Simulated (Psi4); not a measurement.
**A workflow on GaN2H5O (SMILES [NH2][Ga]([NH2])[OH])**

We compute a series of 10 runs (PBE-D4/def2-SVP, PBE0-D4/def2-TZVP, PBE-D4/def2-TZVPP, r2SCAN-D4/def2-TZVPP, B3LYP-D4/def2-TZVPP, PBE0-D4/def2-TZVPP, wB97M-V/def2-TZVPP, CCSD(T)/def2-TZVPP, and more) of GaN2H5O. 

The calculation is run with Psi4 1.11.

**1. The molecule**

The species is GaN2H5O (9 atoms), meant as a singlet with charge 0. SMILES: `[NH2][Ga]([NH2])[OH]`. Geometry: a GFN2-xTB, rattled relaxation, a rough one for these elements and not checked as a minimum. The run starts from this shape.

Bond lengths: N1–Ga2 1.725 Å, Ga2–N3 1.834 Å, Ga2–O4 1.835 Å, N1–H5 1.019 Å, N1–H6 1.081 Å, N3–H7 1.050 Å, N3–H8 0.997 Å, O4–H9 1.015 Å. Angles: N1–Ga2–N3 129.3°, N1–Ga2–O4 112.9°, N3–Ga2–O4 117.8°, Ga2–N1–H5 118.4°, Ga2–N1–H6 116.6°, Ga2–N3–H7 120.0°, Ga2–N3–H8 113.9°, Ga2–O4–H9 123.6°, H5–N1–H6 103.5°, H7–N3–H8 105.7°.

**2. A geometry optimisation at PBE-D4/def2-SVP (density fitting) (run 1)**

File input.inp:

```
memory 4400 mb

molecule geom {
  N      0.091720     1.477752    -0.965998
  Ga     0.168099     0.064544     0.019771
  N     -1.176220    -1.080849     0.513808
  O      1.877819    -0.346409     0.545264
  H      0.849417     2.155702    -0.901039
  H     -0.798987     2.083970    -0.874037
  H     -0.973517    -2.103184     0.643438
  H     -1.980639    -1.037224    -0.073547
  H      2.107267    -1.133887     1.143400
  symmetry c1
}

set {
  basis                   def2-SVP
  scf_type                df
  geom_maxiter            60
  max_force_g_convergence 0.0005
}

e_tot, wfn = opt("pbe-d4", return_wfn=True)
print_variables()
```

Run with:

```sh
$ psi4 -i input.inp -o input.out -n 2
```

input.out:

```text
[...]
  Running in c1 symmetry.
[...]
  Nuclear repulsion =  292.589159617153314
[...]
  Multiplicity = 1
[...]
  Nalpha       = 29
  Nbeta        = 29
[...]
    Number of basis functions: 99
[...]
   @DF-RKS iter   1: -2109.66652056987004   -1.30115e+00   2.74868e-02 DIIS/ADIIS
[...]
   @DF-RKS iter   9: -2111.76217554481036   -4.54747e-13   2.57480e-09 DIIS
[...]
  @DF-RKS Final Energy: -2111.76217554481036
   => Energetics <=
    Nuclear Repulsion Energy =            289.2520859437311174
    One-Electron Energy =               -3516.5418355693359445
    Two-Electron Energy =                1214.3842552356145461
    DFT Exchange-Correlation Energy =     -98.8510853306126904
    Empirical Dispersion Energy =          -0.0055958242076804
    VV10 Nonlocal Energy =                  0.0000000000000000
    Total Energy =                      -2111.7621755448103613
[...]
 Multipole Moments:
 ------------------------------------------------------------------------------------
     Multipole            Electronic (a.u.)      Nuclear  (a.u.)        Total (a.u.)
 ------------------------------------------------------------------------------------
 L = 1.  Multiply by 2.5417464519 to convert [e a0] to [Debye]
 Dipole X            :          1.4056945           -2.0318783           -0.6261838
 Dipole Y            :         -0.2171914           -0.0968292           -0.3140207
 Dipole Z            :          0.4062623           -0.3493054            0.0569569
 Magnitude           :                                                    0.7028223
[...]
  -Total Gradient:
     Atom            X                  Y                   Z
    ------   -----------------  -----------------  -----------------
       1        0.000049186501    -0.000308183350    -0.000089488093
       2       -0.000165445768     0.000107819672    -0.000071604052
       3        0.000205113691    -0.000062249726     0.000201239736
       4        0.000203331367     0.000085534874    -0.000030356514
       5       -0.000023668206     0.000123804688     0.000088221766
       6        0.000009006589     0.000131168260     0.000021263031
       7       -0.000077384759    -0.000056076800    -0.000055701801
       8       -0.000030616083     0.000019984779    -0.000126365334
       9       -0.000116125038    -0.000074899408     0.000026476585
[...]
    Final optimized geometry and variables:
    Molecular point group: c1
    Full point group: C1
    Geometry (in Angstrom), charge = 0, multiplicity = 1:
    N           -0.203453783905     1.524944994196    -1.000575490308
    GA          -0.020930337672    -0.001035505314    -0.003030980630
    N           -1.433532490725    -1.093902620650     0.443796409687
    O            1.669957132004    -0.366141500248     0.525593733579
    H            0.553782554549     2.209738171004    -0.927212637790
    H           -1.104123244502     2.009833185995    -1.000689388823
    H           -1.237446015124    -2.073769198424     0.665271189318
    H           -2.265150854421    -1.048217833361    -0.152210120240
    H            1.725801207158    -1.204888092789     1.016660586805
  Variable Map:
[...]
```

The script printed:

```text
Optimizer: Optimization complete!
```

Run time: 55 s. Hardware: 2 threads of AMD EPYC 7R43 (Zen 3), shared host; peak memory 0.76 GiB.

Step by step:

```
step  energy from the first frame kept (eV)  largest force (eV/Å)
   0                                 0.0000                4.6679
   1                                -0.3558                0.8471
   2                                -0.3858                0.2725
   3                                -0.3930                0.0748
   4                                -0.3945                0.0675
   5                                -0.3957                0.0342
   6                                -0.3961                0.0298
   7                                -0.3963                0.0167
```

After the run. Bond lengths: N1–Ga2 1.832 Å, Ga2–N3 1.841 Å, Ga2–O4 1.809 Å, N1–H5 1.024 Å, N1–H6 1.023 Å, N3–H7 1.024 Å, N3–H8 1.024 Å, O4–H9 0.974 Å. Angles: N1–Ga2–N3 123.4°, N1–Ga2–O4 114.9°, N3–Ga2–O4 121.8°, Ga2–N1–H5 116.4°, Ga2–N1–H6 118.9°, Ga2–N3–H7 118.3°, Ga2–N3–H8 117.1°, Ga2–O4–H9 112.0°, H5–N1–H6 109.5°, H7–N3–H8 108.9°.

**3. A geometry optimisation at PBE0-D4/def2-TZVP (density fitting) (run 2)**

File gah5n2o.dat:

```
memory 4.4 GB

molecule mol {
  0 1
  N      0.013837     1.562506    -0.969296
  Ga     0.196360     0.036526     0.028248
  N     -1.216242    -1.056342     0.475075
  O      1.887248    -0.328580     0.556873
  H      0.771073     2.247299    -0.895934
  H     -0.886833     2.047394    -0.969410
  H     -1.020155    -2.036208     0.696550
  H     -2.047860    -1.010657    -0.120931
  H      1.943092    -1.167327     1.047940
  symmetry c1
}

set scf_type df
set geom_maxiter 50
set max_force_g_convergence 0.0002

energy_value, wavefunction = optimize('pbe0-d4/def2-TZVP', return_wfn=True)
```

Run with:

```sh
$ psi4 gah5n2o.dat gah5n2o.out -n 2
```

gah5n2o.out, shortened:

```text
[...]
  Running in c1 symmetry.
[...]
  Nuclear repulsion =  289.252080266365851
[...]
  Multiplicity = 1
[...]
  Nalpha       = 29
  Nbeta        = 29
[...]
    Number of basis functions: 171
[...]
   @DF-RKS iter   1: -2110.25155410057641   -1.78395e+00   1.92032e-02 DIIS/ADIIS
[...]
   @DF-RKS iter   8: -2112.28925674039556   -5.91172e-12   2.52523e-09 DIIS
[...]
  @DF-RKS Final Energy: -2112.28925674039556
   => Energetics <=
    Nuclear Repulsion Energy =            292.0700964009593008
    One-Electron Energy =               -3523.4225659874346093
    Two-Electron Energy =                1193.9040669675337085
    DFT Exchange-Correlation Energy =     -74.8360707157625029
    Empirical Dispersion Energy =          -0.0047834056911961
    VV10 Nonlocal Energy =                  0.0000000000000000
    Total Energy =                      -2112.2892567403955582
[...]
 Multipole Moments:
 ------------------------------------------------------------------------------------
     Multipole            Electronic (a.u.)      Nuclear  (a.u.)        Total (a.u.)
 ------------------------------------------------------------------------------------
 L = 1.  Multiply by 2.5417464519 to convert [e a0] to [Debye]
 Dipole X            :          1.3866976           -2.0508087           -0.6641111
 Dipole Y            :         -0.2051275           -0.1027135           -0.3078410
 Dipole Z            :          0.3839620           -0.3448256            0.0391363
 Magnitude           :                                                    0.7330357
[...]
  -Total Gradient:
     Atom            X                  Y                   Z
    ------   -----------------  -----------------  -----------------
       1        0.000056336305    -0.000098654644     0.000012538296
       2        0.000014355070    -0.000048924733     0.000024147542
       3       -0.000015425356     0.000150939430     0.000046345878
       4       -0.000035316272     0.000004190678     0.000012232416
       5       -0.000042147393     0.000053069349     0.000008976843
       6       -0.000013233530     0.000038469961     0.000048195346
       7        0.000015887360    -0.000044313634    -0.000030520026
       8       -0.000013355273    -0.000078634861     0.000010401984
       9        0.000024417239     0.000000568218    -0.000007133169
[...]
    Final optimized geometry and variables:
    Molecular point group: c1
[...]
```

Standard output:

```text
Optimizer: Optimization complete!
```

Wall time 81 s (2 threads of AMD EPYC 7R43 (Zen 3), shared host); peak memory 1.2 GiB.

The path in brief:

```
step  energy from the first frame kept (eV)  largest force (eV/Å)
   0                                 0.0000                0.7766
   1                                -0.0341                0.1392
   2                                -0.0374                0.0814
   3                                -0.0403                0.0534
   4                                -0.0409                0.0468
   5                                -0.0413                0.0198
   6                                -0.0414                0.0082
```

After the run. Bond lengths: N1–Ga2 1.814 Å, Ga2–N3 1.821 Å, Ga2–O4 1.788 Å, N1–H5 1.007 Å, N1–H6 1.006 Å, N3–H7 1.007 Å, N3–H8 1.007 Å, O4–H9 0.958 Å. Angles: N1–Ga2–N3 123.6°, N1–Ga2–O4 115.4°, N3–Ga2–O4 121.0°, Ga2–N1–H5 118.8°, Ga2–N1–H6 120.9°, Ga2–N3–H7 120.5°, Ga2–N3–H8 120.3°, Ga2–O4–H9 114.4°, H5–N1–H6 110.9°, H7–N3–H8 110.5°.

Runs 3 to 5 aren't shown in full; the table further down has their settings and results.

**4. A single-point energy at B3LYP-D4/def2-TZVPP (density fitting) (run 6)**

File input.in:

```
memory 4400 MB

molecule {
  N
  Ga 1 R2
  N 2 R3 1 A3
  O 2 R4 1 A4 3 D4
  H 1 R5 2 A5 4 D5
  H 1 R6 5 A6 2 D6
  H 3 R7 2 A7 4 D7
  H 3 R8 7 A8 2 D8
  H 4 R9 2 A9 1 D9

  R2 = 1.814137
  R3 = 1.820947
  A3 = 123.59967
  R4 = 1.788429
  A4 = 115.35299
  D4 = -179.87809
  R5 = 1.006892
  A5 = 118.80349
  D5 = -16.27576
  R6 = 1.006152
  A6 = 110.92363
  D6 = 146.90976
  R7 = 1.006578
  A7 = 120.49791
  D7 = -18.60161
  R8 = 1.006805
  A8 = 110.46448
  D8 = 147.70537
  R9 = 0.958065
  A9 = 114.42625
  D9 = -177.46384
  symmetry c1
}

set globals {
  scf_type df
  dft_radial_points 99
  dft_spherical_points 590
}

result, w = energy("b3lyp-d4/def2-TZVPP", return_wfn=True)
```

Run with:

```sh
$ psi4 -i input.in -o input.out -n 2
```

input.out:

```text
[...]
  Running in c1 symmetry.
[...]
  Nuclear repulsion =  292.070117382319381
[...]
  Multiplicity = 1
[...]
  Nalpha       = 29
  Nbeta        = 29
[...]
    Number of basis functions: 211
[...]
   @DF-RKS iter   1: -2110.68542342850424   -1.55634e+00   1.57926e-02 ADIIS/DIIS
[...]
   @DF-RKS iter  11: -2112.81570811711936   -2.48615e-08   1.90705e-07 DIIS
[...]
    Orbital Energies [Eh]
    ---------------------
    Doubly Occupied:
       1A   -372.535582     2A    -45.897128     3A    -40.651776
       4A    -40.647300     5A    -40.646930     6A    -19.103926
       7A    -14.293215     8A    -14.289205     9A     -5.481305
      10A     -3.770670    11A     -3.761893    12A     -3.760838
      13A     -0.968236    14A     -0.857997    15A     -0.851711
      16A     -0.820628    17A     -0.819834    18A     -0.813985
      19A     -0.794578    20A     -0.789930    21A     -0.492268
      22A     -0.481050    23A     -0.472802    24A     -0.426903
      25A     -0.371965    26A     -0.325270    27A     -0.311737
      28A     -0.267231    29A     -0.251134
[...]
  @DF-RKS Final Energy: -2112.81570811711936
   => Energetics <=
    Nuclear Repulsion Energy =            292.0701173823193812
    One-Electron Energy =               -3523.1734897974997693
    Two-Electron Energy =                1198.4862349312670631
    DFT Exchange-Correlation Energy =     -80.1894344385793829
    Empirical Dispersion Energy =          -0.0091361946270949
    VV10 Nonlocal Energy =                  0.0000000000000000
    Total Energy =                      -2112.8157081171193568
[...]
 Multipole Moments:
 ------------------------------------------------------------------------------------
     Multipole            Electronic (a.u.)      Nuclear  (a.u.)        Total (a.u.)
 ------------------------------------------------------------------------------------
 L = 1.  Multiply by 2.5417464519 to convert [e a0] to [Debye]
 Dipole X            :         -0.0016557            0.0166159            0.0149602
 Dipole Y            :          1.3725466           -2.0605864           -0.6880398
 Dipole Z            :          0.4985926           -0.2982827            0.2003100
 Magnitude           :                                                    0.7167613
[...]
```

Run time: 27 s. Hardware: 2 threads of AMD EPYC 7R43 (Zen 3), shared host; peak memory 2.5 GiB.

Runs 7 to 9 aren't shown in full; the table further down has their settings and results.

**5. A single-point energy at MP2/def2-QZVPP (density fitting, density fitting for correlation) (run 10)**

File job.in:

```
memory 4400 MB

molecule {
  0 1
  N
  Ga 1 1.814137
  N 2 1.820947 1 123.59967
  O 2 1.788429 1 115.35299 3 -179.87809
  H 1 1.006892 2 118.80349 4 -16.27576
  H 1 1.006152 5 110.92363 2 146.90976
  H 3 1.006578 2 120.49791 4 -18.60161
  H 3 1.006805 7 110.46448 2 147.70537
  H 4 0.958065 2 114.42625 1 -177.46384
  symmetry c1
}

set globals {
  scf_type df
  num_frozen_docc 12
}

result, w = energy("mp2/def2-QZVPP", return_wfn=True)
```

Run with:

```sh
$ psi4 job.in job.out -n 2
```

job.out:

```text
[...]
  Running in c1 symmetry.
[...]
  Nuclear repulsion =  292.070117382319381
[...]
  Multiplicity = 1
[...]
  Nalpha       = 29
  Nbeta        = 29
[...]
    Number of basis functions: 410
[...]
   @DF-RHF iter   1: -2108.37646636866020   -3.14148e+00   8.30166e-03 DIIS/ADIIS
[...]
   @DF-RHF iter  12: -2110.13477587686657   -9.23137e-11   6.25926e-09 DIIS
[...]
    Orbital Energies [Eh]
    ---------------------
    Doubly Occupied:
       1A   -378.793441     2A    -48.142855     3A    -42.473203
       4A    -42.469182     5A    -42.468793     6A    -20.527329
       7A    -15.533230     8A    -15.526905     9A     -6.377383
      10A     -4.474813    11A     -4.469178    12A     -4.468782
      13A     -1.300857    14A     -1.200804    15A     -1.198678
      16A     -1.187432    17A     -1.186742    18A     -1.171603
      19A     -1.098435    20A     -1.087607    21A     -0.661358
      22A     -0.644989    23A     -0.634461    24A     -0.590134
      25A     -0.521751    26A     -0.491411    27A     -0.482767
      28A     -0.411411    29A     -0.392206
[...]
  @DF-RHF Final Energy: -2110.13477587686657
   => Energetics <=
    Nuclear Repulsion Energy =            292.0701173823193812
    One-Electron Energy =               -3524.4342945565408627
    Two-Electron Energy =                1122.2294012973545705
    Total Energy =                      -2110.1347758768670246
[...]
 Multipole Moments:
 ------------------------------------------------------------------------------------
     Multipole            Electronic (a.u.)      Nuclear  (a.u.)        Total (a.u.)
 ------------------------------------------------------------------------------------
 L = 1.  Multiply by 2.5417464519 to convert [e a0] to [Debye]
 Dipole X            :         -0.0001897            0.0166159            0.0164262
 Dipole Y            :          1.3287126           -2.0605864           -0.7318738
 Dipole Z            :          0.5398148           -0.2982827            0.2415321
 Magnitude           :                                                    0.7708741
[...]
```

It took 18 s on 2 threads of AMD EPYC 7R43 (Zen 3), shared host; peak memory 1.7 GiB.

**6. Overview of the runs**

```
run                                                                  level  geom maxiter  max force g convergence   energy (Eh)  dipole moment (D)  HOMO energy (eV)  LUMO energy (eV)  wall time
  1                                      PBE-D4/def2-SVP (density fitting)            60                   0.0005  -2111.762176               1.79             -5.34             -0.81       55 s
  2                                    PBE0-D4/def2-TZVP (density fitting)            50                   0.0002  -2112.289257               1.86             -7.07             -0.11       81 s
  3                                    PBE0-D4/def2-TZVP (density fitting)             –                        –  -2112.289257               1.86                 –                 –     12 min
  4                                    PBE-D4/def2-TZVPP (density fitting)             –                        –  -2112.250584               1.75             -5.63             -1.00       31 s
  5                                 r2SCAN-D4/def2-TZVPP (density fitting)             –                        –  -2112.646241               1.79             -5.94             -0.54       79 s
  6                                  B3LYP-D4/def2-TZVPP (density fitting)             –                        –  -2112.815708               1.82             -6.83             -0.49       27 s
  7                                   PBE0-D4/def2-TZVPP (density fitting)             –                        –  -2112.294650               1.82             -7.08             -0.12       27 s
  8                                   wB97M-V/def2-TZVPP (density fitting)             –                        –  -2112.581727               1.82             -9.54              1.42       84 s
  9  CCSD(T)/def2-TZVPP (density fitting, density fitting for correlation)             –                        –  -2111.033640                  –            -10.63              2.66     17 min
 10      MP2/def2-QZVPP (density fitting, density fitting for correlation)             –                        –  -2111.339142                  –            -10.67              2.12       18 s
```

**7. What came out**

```
                                                            quantity           value
                                run 10, MP2/def2-QZVPP: total energy  -2111.33914 Eh
         run 10, MP2/def2-QZVPP: HOMO energy (Hartree–Fock orbitals)       -10.67 eV
         run 10, MP2/def2-QZVPP: LUMO energy (Hartree–Fock orbitals)         2.12 eV
       run 10, MP2/def2-QZVPP: HOMO–LUMO gap (Hartree–Fock orbitals)        12.80 eV
run 10, MP2/def2-QZVPP: correlation energy (12 core orbitals frozen)     -1204.4 mEh
```

**Reading.** Over runs 3, 4, 5, 6, 7, 8 the dipole moment (its size) runs from 1.75 D (PBE-D4/def2-TZVPP) to 1.86 D (PBE0-D4/def2-TZVP). The two ends differ in method and basis. Over runs 4, 5, 6, 7, 8 the HOMO–LUMO gap runs from 4.63 eV (PBE-D4/def2-TZVPP) to 10.96 eV (wB97M-V/def2-TZVPP). Totals of different functionals can't be ranked against each other. All runs together took 35 min, the longest 17 min.
